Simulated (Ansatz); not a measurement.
**CH2F2 on SnO2 (110)**

Aim: for SnO2, prepare the clean (110) slab, then adsorb CH2F2 from several starts and take the binding apart.

Method: DFT PBE+D3(BJ), scalar-relativistic, plane waves, PAW, in Ansatz 0.2.0.

### 1 The structure to begin with

It takes space group P4_2/mnm (No. 136, tetragonal). Conventional cell: a = 4.793 Å, b = 4.793 Å, c = 3.230 Å, α = 90.00°, β = 90.00°, γ = 90.00°. Sn (site symmetry mmm) has 6 O at 2.08 Å as nearest neighbours. Around O (site symmetry m2m) lie 3 Sn at 2.08 Å.

Structure file:

```xyz
6
Lattice="4.7934 0.0000 0.0000 0.0000 4.7934 0.0000 0.0000 0.0000 3.2300" Properties=species:S:1:pos:R:3 pbc="T T T"
Sn    0.0000    0.0000    0.0000
Sn    2.3967    2.3967    1.6150
O     1.4678    1.4678    0.0000
O     0.9289    3.8645    1.6150
O     3.3256    3.3256    0.0000
O     3.8645    0.9289    1.6150
```

It is the result of an earlier relaxation at this level (volume 12.37 Å³/atom; gap on the mesh: 0.84 eV).

### 2 The slab

Planes are indexed in the bulk's conventional cell (P4_2/mnm (No. 136)), a = 4.793 Å, b = 4.793 Å, c = 3.230 Å, α = 90.00°, β = 90.00°, γ = 90.00°.

A (110) slab, 6.0 Å thick as cut, with 16 Å of vacuum, in a 2×1 surface cell; its outer planes are O (top) and O (bottom).

The slab as cut. Its planes from the bottom up:

```csv
plane,atoms per cell,height over the lowest (Å)
1,O2,0.00
2,Sn4O4,1.31
3,O2,2.63
4,O2,3.39
5,Sn4O4,4.70
6,O2,6.02
```

### 3 The clean surface, relaxed

Input file input.yaml:

```yaml
crystal:
  lattice:
    - [6.4600897544, 0.0, 0.0]
    - [0.0, 6.7788694381, 0.0]
    - [0.0, 0.0, 22.0167812915]
  atoms:
    - { symbol: O, position: [0.0, 0.0, 0.3633591983] }
    - { symbol: O, position: [0.5, 0.0, 0.3633591983] }
    - { symbol: Sn, position: [0.0, 0.5, 0.4230261074] }
    - { symbol: Sn, position: [0.5, 0.5, 0.4230261074] }
    - { symbol: Sn, position: [0.25, 0.0, 0.4230261074] }
    - { symbol: Sn, position: [0.75, 0.0, 0.4230261074] }
    - { symbol: O, position: [0.25, 0.3062105638, 0.4230261074] }
    - { symbol: O, position: [0.75, 0.3062105638, 0.4230261074] }
    - { symbol: O, position: [0.25, 0.6937894362, 0.4230261074] }
    - { symbol: O, position: [0.75, 0.6937894362, 0.4230261074] }
    - { symbol: O, position: [0.0, 0.0, 0.4826930164] }
    - { symbol: O, position: [0.5, 0.0, 0.4826930164] }
    - { symbol: O, position: [0.0, 0.5, 0.5173069836] }
    - { symbol: O, position: [0.5, 0.5, 0.5173069836] }
    - { symbol: Sn, position: [0.0, 0.0, 0.5769738926] }
    - { symbol: Sn, position: [0.5, 0.0, 0.5769738926] }
    - { symbol: Sn, position: [0.25, 0.5, 0.5769738926] }
    - { symbol: Sn, position: [0.75, 0.5, 0.5769738926] }
    - { symbol: O, position: [0.25, 0.8062105638, 0.5769738926] }
    - { symbol: O, position: [0.75, 0.8062105638, 0.5769738926] }
    - { symbol: O, position: [0.25, 0.1937894362, 0.5769738926] }
    - { symbol: O, position: [0.75, 0.1937894362, 0.5769738926] }
    - { symbol: O, position: [0.0, 0.5, 0.6366408017] }
    - { symbol: O, position: [0.5, 0.5, 0.6366408017] }
basis:
  ecutwfc: 420
kpoints:
  mp_grid: { grid: [3, 2, 1] }
hamiltonian:
  xc: pbe
  dispersion: d3bj
scf:
  occupations: { method: gaussian, width: 0.05 }
output:
  forces: true
  eigenvalues: true
relax:
  adjacent_minimum: "off"
  f_tol: 0.03
  max_steps: 70
  constraints: [{ sites: [0, 1, 2, 3, 4, 5, 6, 7, 8, 9, 10, 11] }]
efield:
  axis: 3
  dipole_correction: true
  ramp_width: 0.04
```

Started as:

```console
$ ansatz run input.yaml --threads 4 --pin off --max-ram 12288MiB --backend cpu --events-out ev --progress --plain --runs-dir out
```

Further runs follow: CH2F2, tilted, over a top (O) site; CH2F2, upright, over a top (O) site; CH2F2, flat, over a top (Sn) site; the lowest end once more, with its density; the slab alone, frozen as in the lowest end; the molecules alone, frozen as adsorbed.

Before running it: what results should come out? Wanted: clean slab: gap on the mesh; clean slab: dipole along +c; CH2F2: lowest end; interaction of the frozen parts; electrons moved above the midplane.

The runs gave:

| quantity | value |
| --- | --- |
| clean slab: gap on the mesh | 0.48 eV (a mesh can miss band crossings, so it may be none) |
| clean slab: dipole along +c | -0.062 e·Å per cell |
| CH2F2: lowest end | E_ads -0.64 eV, tilted start over top O |
| interaction of the frozen parts | -0.70 eV a cell |
| cost of deforming the slab | 0.03 eV |
| cost of deforming and crowding the molecules | 0.03 eV |
| electrons moved above the midplane | -0.050 |

**Reading.** CH2F2 binds with 0.64 eV a molecule at best. In all 0.26 electrons are rearranged, and 0.05 cross the midplane towards the slab.
